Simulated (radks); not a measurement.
# A spherical quantum dot from 17 to 22 electrons

Which level does each new electron take in a parabolic well with ω = 0.253 hartree*, with a point charge of +1 at the centre, and at which counts is the dot hardest to charge further? Each count tries a few candidate levels and keeps the lowest.

The numbers are computed with radks (version 2): non-relativistic spin-polarised Kohn-Sham, LDA (Slater exchange, Perdew-Wang correlation), spherically averaged shells.

## 1. The model

| Item | Value |
| --- | --- |
| well | a parabolic well with ω = 0.253 hartree*, with a point charge of +1 at the centre |
| functional | LDA (Slater exchange, Perdew-Wang correlation) |
| levels | named by radial order: 1s, 1p, 1d, 2s, 1f and so on |
| units | effective atomic units, hartree* and bohr* |
| configuration carried in | 1s2 1p6 1d(up 5, down 1) 2s2 (N = 16, energy 31.988473) |

After this run come: Electron number 17; N = 18; 19 electrons; 20 electrons; N = 21; Electron number 22.

What does the calculation give? Wanted: closed shells at N; largest addition energy; most unpaired electrons; polarisability at N = 20; configuration at N = 22.

As calculated:

| quantity | value |
| --- | --- |
| closed shells at N | 20 |
| largest addition energy | 0.249 hartree* at N = 20 (of N = 17 to 21) |
| most unpaired electrons | 3 at N = 17 |
| polarisability at N = 20 | 292.6 bohr*³ |
| configuration at N = 22 | 1s2 1p6 1d10 2s2 1f(up 2, down 0) |

**Reading.** Shells close at N = 20, and the second difference peaks there. The largest moment in range is 3, first at N = 17: exchange favours parallel spins in open shells. Spherical averaging forbids deformation, and the greedy search can miss a lower configuration.
